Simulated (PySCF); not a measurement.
# F3Ga: the cost of one run

Computed with PySCF 2.14.0 and routines of our own; the level stands in each step. Atoms count from 0.

## 1. The system as given

4 atoms, charge 0, multiplicity 1; geometry from: GFN2-xTB.

## 2. Optimising the geometry at PBE0-D3(BJ)/def2-SVP

What the job is given:

```
{"job": {"xc": "PBE0", "basis": "def2-SVP", "d3": "d3bj", "grid": 1, "maxiter": 30, "shake": 0.01, "kind": "geom"}, "charge": 0, "multiplicity": 1}
F     -1.048960    -1.384310    -0.023380
Ga    -0.003040    -0.002960    -0.007940
F      1.696730    -0.250840    -0.001830
F     -0.606730     1.612720     0.000130
```

On the command line:

```console
$ OMP_NUM_THREADS=1 python heavy_run.py task.json out
```

This one command runs all jobs of the session in turn.

**Question.** How long does this first job take on 1 thread of AMD EPYC 7B13, shared host, and how much memory does it need?

About 11 s, with a peak of 0.33 GiB.
